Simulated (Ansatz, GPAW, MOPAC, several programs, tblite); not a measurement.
## What each method gives for MgFI (Janus 1T monolayer)

A free-standing Janus 1T monolayer of MgFI, relaxed with r2SCAN in Ansatz, was computed with several methods. The sheet's in-plane cell has a = 3.714 Å, b = 3.714 Å (γ = 120.0°), and its outermost atoms lie 2.60 Å apart along the normal. Around Mg lie 3 F at 2.28 Å and 3 I at 2.81 Å; around F lie 3 Mg at 2.28 Å; around I lie 3 Mg at 2.81 Å. Spin-unpolarised throughout. Whether this structure exists isn't addressed.

```cif
data_structure
_symmetry_space_group_name_H-M 'P 1'
_symmetry_Int_Tables_number 1
_cell_length_a 3.7136
_cell_length_b 3.7136
_cell_length_c 29.2555
_cell_angle_alpha 90.000
_cell_angle_beta 90.000
_cell_angle_gamma 120.000
_cell_volume 349.41
loop_
_atom_site_label
_atom_site_type_symbol
_atom_site_fract_x
_atom_site_fract_y
_atom_site_fract_z
_atom_site_occupancy
Mg1 Mg 0.00000 0.00000 0.31949 1
F1 F 0.33333 0.66667 0.34609 1
I1 I 0.66667 0.33333 0.25732 1
```
The sheet repeats along a and b alone.

Gaps and times are for a single point on this cell. Times are rough, from shared hosts (AMD EPYC 9R45 96-Core Processor), and each method has its own mesh and cell size. PM6 (MOPAC), PM7 (MOPAC), GFN1-xTB (tblite), GFN2-xTB (tblite) treat a cluster of cells at its zone centre, which samples few k points: where these miss a band edge, the gap comes out too large for that reason alone. Gaps from k meshes are read at a limited set of points (mesh, symmetry points, PBE's band edges), so each method's own least gap may be somewhat smaller. xTB and the PM methods were fitted mostly to molecules, and can miss a solid's gap by electronvolts. Minimal bases can be far off for gaps. GLLB-SC's gap includes the derivative discontinuity. d marks a direct gap, i an indirect one (no mark: not told apart), a dash a value that wasn't computed or didn't pass its checks.

| method | kind | gap (eV) | atoms computed | processor time |
| --- | --- | --- | --- | --- |
| PM7 (MOPAC) | semi-empirical | 7.18 | 27 | 0.24 s |
| PM6 (MOPAC) | semi-empirical | 4.89 | 27 | 0.33 s |
| GFN1-xTB (tblite) | tight binding | 1.10 | 27 | 0.5 s |
| GFN2-xTB (tblite) | tight binding | 2.87 | 27 | 0.79 s |
| light PBE (260 eV and a coarse mesh) | light plane-wave | 1.47 d | 3 | 1.5 s |
| PBE/single zeta (GPAW) | small basis | 1.53 d | 3 | 4.8 s |
| PBE | semilocal | 1.50 d | 3 | 6.2 s |
| r2SCAN | semilocal | 2.00 d | 3 | 13 s |
| GLLB-SC (GPAW) | model potential | 4.26 | 3 | 44 s |

Against r2SCAN (2.00 eV) and with closed or daggered gaps left aside, the nearest gap at the points sampled is that of PBE/single zeta (GPAW) (-0.47 eV) and the farthest that of PM7 (MOPAC) (+5.18 eV). r2SCAN is only a yardstick of convenience: semilocal gaps usually lie below measured ones, which GLLB-SC and hybrids aim to mend.

Spin-orbit coupling is left out, which matters wherever the heavy atoms make up the band edges.
